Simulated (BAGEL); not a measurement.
**CH4GeN2 (SMILES N#[C][GeH2][NH2]) at HF/def2-SVP (density fitting with qzvpp-jkfit)**

What is the electronic atomisation energy of CH4GeN2 at HF/def2-SVP (density fitting with qzvpp-jkfit)? 

The results are computed with BAGEL 1.2.2.

21 further runs of the same task are left out: 3 that didn't finish, 18 set aside as unsound or not needed.

## (1) The structure to begin with

The species is CH4GeN2 (8 atoms), meant as a singlet with charge 0. SMILES: `N#[C][GeH2][NH2]`. The shape comes from GFN2-xTB, which is rough for such elements, and wasn't checked as a minimum. This is one conformer, not always the lowest.

Bond lengths: N1–C2 1.144 Å, C2–Ge3 1.916 Å, Ge3–N4 1.801 Å, Ge3–H5 1.513 Å, Ge3–H6 1.496 Å, N4–H7 1.011 Å, N4–H8 1.010 Å. Angles: N1–C2–Ge3 178.4°, C2–Ge3–N4 105.3°, C2–Ge3–H5 105.9°, C2–Ge3–H6 109.1°, N4–Ge3–H5 117.5°, N4–Ge3–H6 107.4°, Ge3–N4–H7 117.8°, Ge3–N4–H8 117.6°, H5–Ge3–H6 111.3°, H7–N4–H8 108.8°.

## (2) The energy at HF/def2-SVP (density fitting with qzvpp-jkfit)

Contents of job.json:

```json
{ "bagel" : [

{
  "title" : "molecule",
  "basis" : "svp",
  "df_basis" : "qzvpp-jkfit",
  "angstrom" : "true",
  "geometry" : [
    { "atom" : "N", "xyz" : [    2.044500,   -1.129510,    1.660390 ] },
    { "atom" : "C", "xyz" : [    1.330610,   -0.491770,    1.033100 ] },
    { "atom" : "Ge", "xyz" : [    0.176480,    0.603390,   -0.034910 ] },
    { "atom" : "N", "xyz" : [   -1.219540,   -0.451350,   -0.461620 ] },
    { "atom" : "H", "xyz" : [    1.031930,    1.122450,   -1.169470 ] },
    { "atom" : "H", "xyz" : [   -0.349150,    1.723630,    0.805240 ] },
    { "atom" : "H", "xyz" : [   -1.021070,   -1.349670,   -0.880310 ] },
    { "atom" : "H", "xyz" : [   -1.993760,   -0.027160,   -0.952440 ] }
  ]
},
{ "title" : "hf", "charge" : 0 },
{ "title" : "print", "file" : "orbitals.molden", "orbitals" : "true" }

]}
```

The run is started by

```bash
$ BAGEL_NUM_THREADS=1 BAGEL job.json > job.out
```

Standard output:

```text
* using 1 threads per process

  ===============================================================
  ===============================================================

  *** Geometry ***

  { "atom" : "N", "xyz" : [      3.863545,     -2.134465,      3.137682 ] },
  { "atom" : "C", "xyz" : [      2.514488,     -0.929311,      1.952276 ] },
  { "atom" : "Ge", "xyz" : [      0.333499,      1.140242,     -0.065970 ] },
[... 4 lines of this table left out ...]
  { "atom" : "H", "xyz" : [     -3.767660,     -0.051325,     -1.799851 ] },

  Number of auxiliary basis functions:      567

  Since a DF basis is specified, we compute 2- and 3-index integrals:
    o Being stored without compression. Storage requirement is 0.040 GB

  Number of basis functions:       94
  Number of electrons      :       56

    * METHOD: MOLECULE                             0.37

  *** RHF ***

  === Nuclear Repulsion ===
   246.4305963908

      * DIIS with orbital gradients will be used.

  === RHF iteration (svp) ===
      0      -2223.85927052          0.01842026           0.14
      1      -2223.98402043          0.01372643           0.14
      2      -2224.08243285          0.00200257           0.14
[... 13 lines of this table left out ...]
     16      -2224.08558511          0.00000001           0.14
    * SCF iteration converged.

    * Permanent dipole moment:
           (    1.031340,    -0.761294,     1.312919) a.u.

    * METHOD: HF                                   2.71

    * METHOD: PRINT                                0.01

  ===============================================================
```

Run time: 3.3 s. Hardware: 1 thread of Arm Neoverse V2, shared host; peak memory 0.16 GiB.

## (3) The C atom at the same level

Contents of hf.json:

```json
{ "bagel": [

{
  "title": "molecule",
  "basis": "svp",
  "df_basis": "qzvpp-jkfit",
  "angstrom": true,
  "geometry": [
    { "atom": "C", "xyz": [       0.000000,       0.000000,       0.000000 ] }
  ]
},

{
  "title": "uhf",
  "nopen": 2
},

{
  "title": "print",
  "file": "orbitals.molden",
  "orbitals": true
}

]}
```

The run is started by

```bash
$ BAGEL_NUM_THREADS=1 BAGEL hf.json > hf.out
```

Standard output:

```text
* using 1 threads per process

  ===============================================================
  ===============================================================

  *** Geometry ***

  { "atom" : "C", "xyz" : [      0.000000,      0.000000,      0.000000 ] },

  Number of auxiliary basis functions:       75

  Since a DF basis is specified, we compute 2- and 3-index integrals:
    o Being stored without compression. Storage requirement is 0.000 GB

  Number of basis functions:       14
  Number of electrons      :        6

    * METHOD: MOLECULE                             0.01

  *** Open-shell HF ***

  === Nuclear Repulsion ===
     0.0000000000

      * DIIS with orbital gradients will be used.

  === UHF iteration (svp) ===
      0        -37.62532341          0.01846855           0.00
      1        -37.64210780          0.00629518           0.00
      2        -37.64458010          0.00267142           0.00
      3        -37.64521347          0.00010888           0.00
      4        -37.64522247          0.00002965           0.00
      5        -37.64522343          0.00000541           0.00
      6        -37.64522345          0.00000166           0.00
      7        -37.64522346          0.00000002           0.00
      8        -37.64522346          0.00000000           0.00
    * SCF iteration converged.

    * S^2 (UHF) is 2.0066

    * Permanent dipole moment:
           (   -0.000000,     0.000000,     0.000000) a.u.

    * METHOD: UHF                                  0.02

    * METHOD: PRINT                                0.00

  ===============================================================
```

It took 0.18 s on 1 thread of Arm Neoverse V2, shared host.

## (4) The Ge atom, same level

Contents of job.json:

```json
{ "bagel" : [

{
  "title" : "molecule",
  "basis" : "svp",
  "df_basis" : "qzvpp-jkfit",
  "angstrom" : true,
  "geometry" : [
    { "atom" : "Ge", "xyz" : [       0.000000,       0.000000,       0.000000 ] }
  ]
},

{
  "title" : "uhf",
  "nopen" : 2
},

{
  "title" : "print",
  "file" : "orbitals.molden",
  "orbitals" : true
}

]}
```

The run is started by

```bash
$ BAGEL_NUM_THREADS=1 BAGEL job.json > job.out
```

Standard output:

```text
* using 1 threads per process

  ===============================================================
  ===============================================================

  *** Geometry ***

  { "atom" : "Ge", "xyz" : [      0.000000,      0.000000,      0.000000 ] },

  Number of auxiliary basis functions:      266

  Since a DF basis is specified, we compute 2- and 3-index integrals:
    o Being stored without compression. Storage requirement is 0.002 GB

  Number of basis functions:       32
  Number of electrons      :       32

    * METHOD: MOLECULE                             0.05

  *** Open-shell HF ***

  === Nuclear Repulsion ===
     0.0000000000

      * DIIS with orbital gradients will be used.

  === UHF iteration (svp) ===
      0      -2075.04790921          0.00522396           0.01
      1      -2075.05666803          0.00145447           0.01
      2      -2075.05778554          0.00084834           0.01
      3      -2075.05793676          0.00026548           0.01
      4      -2075.05799902          0.00003261           0.01
      5      -2075.05800046          0.00000392           0.01
      6      -2075.05800050          0.00000053           0.01
      7      -2075.05800051          0.00000013           0.01
      8      -2075.05800051          0.00000003           0.01
      9      -2075.05800051          0.00000000           0.01
    * SCF iteration converged.

    * S^2 (UHF) is 2.0090

    * Permanent dipole moment:
           (   -0.000000,     0.000000,     0.000000) a.u.

    * METHOD: UHF                                  0.23

    * METHOD: PRINT                                0.00

  ===============================================================
```

Run time: 0.44 s. Hardware: 1 thread of Arm Neoverse V2, shared host.

## (5) The H atom

Contents of hf.json:

```json
{ "bagel": [

{
  "title": "molecule",
  "basis": "svp",
  "df_basis": "qzvpp-jkfit",
  "angstrom": true,
  "geometry": [
    { "atom": "H", "xyz": [       0.000000,       0.000000,       0.000000 ] }
  ]
},

{
  "title": "uhf",
  "charge": 0,
  "nopen": 1
},

{
  "title": "print",
  "file": "orbitals.molden",
  "orbitals": true
}

]}
```

The run is started by

```bash
$ BAGEL_NUM_THREADS=1 BAGEL hf.json > hf.out
```

Standard output:

```text
* using 1 threads per process

  ===============================================================
  ===============================================================

  *** Geometry ***

  { "atom" : "H", "xyz" : [      0.000000,      0.000000,      0.000000 ] },

  Number of auxiliary basis functions:       18

  Since a DF basis is specified, we compute 2- and 3-index integrals:
    o Being stored without compression. Storage requirement is 0.000 GB

  Number of basis functions:        5
  Number of electrons      :        1

    * METHOD: MOLECULE                             0.01

  *** Open-shell HF ***

  === Nuclear Repulsion ===
     0.0000000000

      * DIIS with orbital gradients will be used.

  === UHF iteration (svp) ===
      0         -0.48880011          0.03455312           0.00
      1         -0.49787654          0.01272374           0.00
      2         -0.49909101          0.00465624           0.00
      3         -0.49927841          0.00000000           0.00
    * SCF iteration converged.

    * S^2 (UHF) is 0.7500

    * Permanent dipole moment:
           (   -0.000000,     0.000000,    -0.000000) a.u.

    * METHOD: UHF                                  0.01

    * METHOD: PRINT                                0.00

  ===============================================================
```

Run time: 0.18 s. Hardware: 1 thread of Arm Neoverse V2, shared host.

## (6) The N atom, same level

Contents of input.json:

```json
{ "bagel" : [

{
  "title" : "molecule",
  "basis" : "svp",
  "df_basis" : "qzvpp-jkfit",
  "angstrom" : true,
  "geometry" : [
    { "atom" : "N", "xyz" : [    0.000000,    0.000000,    0.000000 ] }
  ]
},
{ "title" : "uhf", "nopen" : 3 },
{ "title" : "print", "file" : "orbitals.molden", "orbitals" : true }

]}
```

Run the same way, it converges to -54.33652 Eh (log not shown).

## (7) Outcome

Level: HF/def2-SVP (density fitting with qzvpp-jkfit).

```
                     quantity           value
       molecule: total energy  -2224.08559 Eh
      molecule: dipole moment          4.66 D
        molecule: HOMO energy       -11.47 eV
        molecule: LUMO energy         3.06 eV
      molecule: HOMO–LUMO gap        14.53 eV
         C atom: total energy    -37.64522 Eh
        C atom: dipole moment          0.00 D
                 C atom: ⟨S²⟩           2.007
        Ge atom: total energy  -2075.05800 Eh
       Ge atom: dipole moment          0.00 D
                Ge atom: ⟨S²⟩           2.009
         H atom: total energy     -0.49928 Eh
        H atom: dipole moment          0.00 D
                 H atom: ⟨S²⟩           0.750
         N atom: total energy    -54.33652 Eh
        N atom: dipole moment          0.00 D
                 N atom: ⟨S²⟩           3.757
electronic atomisation energy       19.380 eV
```

Taking the molecule apart into free atoms costs 19.38 eV (447 kcal/mol), before zero-point energy and without spin-orbit coupling. Hartree–Fock lacks the correlation of the bonding pairs, which as a rule makes this value much too low; in minimal bases other errors can mask that.
